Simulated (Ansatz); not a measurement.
# SiAsH+ (quartet): wave-function methods side by side, cc-pVTZ

The task here is to estimate one member of a computed series from the others.

Method: cc-pVTZ, core rule «outside noble gas», up to 19 orbitals frozen; program: Ansatz 0.2.0, Gaussian basis.

Plan: UHF; CCSD(T) on ROHF; CCSD(T) on UHF; BCCD(T) on ROHF; CCSDT(Q) on ROHF; CCSDT(Q) on UHF; CASSCF and MRCISD+Q, 9 electrons in 9 orbitals; CASSCF and NEVPT2, 9 electrons in 9 orbitals.

6 further runs of the same task are left out: 6 set aside as unsound or not needed. Runs told in other sessions of the task aren't counted.

## The geometry

The geometry is a PBE0/def2-TZVP stationary point (not a proven minimum) of the parent state, kept for this charge and spin. No spin-orbit coupling is included. The filled d shell of As may be among the frozen orbitals whatever the setting's name suggests.

3 atoms, charge 1, spin multiplicity 4.

Atoms are counted from 1 here; the program's logs count them from 0.

Bond lengths: Si1–As2 2.196 Å, Si1–H3 1.512 Å. Angles: As2–Si1–H3 116.7°.

The first run:

Input file in.yaml:

```yaml
crystal:
  periodic: [false, false, false]
  atoms:
    - {symbol: Si, position_ang: [0.000000, -0.104364, 1.571806]}
    - {symbol: As, position_ang: [0.000000, 0.022917, -0.620554]}
    - {symbol: H, position_ang: [0.000000, 1.204585, 2.329445]}
basis:
  gaussian: {orbitals: cc-pVTZ}
total_charge: 1
magnetization: {spin_polarized: true, initial_magnetization: 3}
hamiltonian: {xc: hf}
output: {orbitals: {seedname: orbitals}}
```

Started as:

```bash
$ ansatz run in.yaml --threads 1 --pin off --events-out ev --progress --plain --max-ram 4096MiB --backend cpu
```

Among the steps run: UHF; CCSD(T) on ROHF; CCSD(T) on UHF; BCCD(T) on ROHF; CCSDT(Q) on ROHF; CCSDT(Q) on UHF; CASSCF and MRCISD+Q, 9 electrons in 9 orbitals; CASSCF and NEVPT2, 9 electrons in 9 orbitals.

One table of the session follows, with a row left open; its other results are not shown here.

| method | from UCCSDT(Q) (kJ/mol) |
| --- | --- |
| ROHF | +534.1 |
| UHF | +519.3 |
| RMP2 | +110.0 |
| UMP2 | +112.8 |
| RCCSD | +28.9 |
| UCCSD | +27.5 |
| RCCSD(T) | +6.3 |
| UCCSD(T) | +5.5 |
| BCCD(T) | ? |
| RCCSDT | +2.2 |
| UCCSDT | +1.2 |
| RCCSDT(Q) | +1.1 |
| UCCSDT(Q) | 0 |
| CASSCF valence | +398.5 |
| NEVPT2 valence | +99.4 |
| MRCISD valence | +35.6 |
| MRCISD+Q valence | +6.6 |

**Question.** Estimate the row for BCCD(T).

**Answer.** from UCCSDT(Q) (kJ/mol): +6.4. In the column «from UCCSDT(Q) (kJ/mol)» it lies between RCCSD(T) (+6.3) and MRCISD+Q valence (+6.6).

To keep in mind: Restricted and unrestricted rows rest on different reference determinants; a gap between their highest levels can come from leftover correlation error, from unlike frozen cores or from another state.
